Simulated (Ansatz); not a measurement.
# TmO4: the cost of one run

Computed with Ansatz 0.2.0 (DFT PBE, scalar-relativistic, plane waves, PAW; 4f electrons in the core of a trivalent norm-conserving potential, unless a step's input says otherwise).

1 further run of the same task is left out (it didn't finish).

### 1 Starting point

Symmetry: Pm-3m, No. 221, cubic system. Conventional cell: a = 3.946 Å, b = 3.946 Å, c = 3.946 Å, α = 90.00°, β = 90.00°, γ = 90.00°. Around Tm (site symmetry m-3m) lie 6 O at 1.97 Å. O (site symmetry m-3m) is surrounded by 12 O at 2.79 Å. Around O (site symmetry 4/mmm) lie 2 Tm at 1.97 Å.

Coordinates:

```
CELL_PARAMETERS angstrom
3.94603 0.00000 0.00000
0.00000 3.94603 0.00000
0.00000 0.00000 3.94603
ATOMIC_POSITIONS crystal
Tm 0.50000 0.50000 0.50000
O 0.00000 0.00000 0.00000
O 0.50000 0.50000 0.00000
O 0.50000 0.00000 0.50000
O 0.00000 0.50000 0.50000
```

The cell is invented: species swapped into a database cell of Mn4N (Pm-3m, No. 221). Its size is a rough estimate.

### 2 A first look at the guess

File input.yaml:

```yaml
crystal:
  lattice:
    - [3.94603299, 0.0, 0.0]
    - [0.0, 3.94603299, 0.0]
    - [0.0, 0.0, 3.94603299]
  atoms:
    - { symbol: Tm, position: [0.5, 0.5, 0.5] }
    - { symbol: O, position: [0.0, 0.0, 0.0] }
    - { symbol: O, position: [0.5, 0.5, 0.0] }
    - { symbol: O, position: [0.5, 0.0, 0.5] }
    - { symbol: O, position: [0.0, 0.5, 0.5] }
basis:
  ecutwfc: 690
kpoints:
  mp_grid: { grid: [4, 4, 4] }
hamiltonian:
  xc: pbe
  pseudopotentials:
    kind: paw
    azcp: { Tm: "pseudopotentials/pbe/nc/lanthanide_3plus/Tm.nc.azcp" }
scf:
  occupations: { method: gaussian, width: 0.1 }
  lower_state_search: "off"
output:
  forces: true
  stress: true
  eigenvalues: true
```

Command:

```bash
$ ansatz run input.yaml --threads 1 --pin off --max-ram 2560MiB --backend cpu --events-out ev --progress --plain --runs-dir out
```

What time and memory should one allow on 1 thread of Intel Xeon at 2.70GHz, shared host?

About 3.9 s, with a peak of 0.33 GiB.
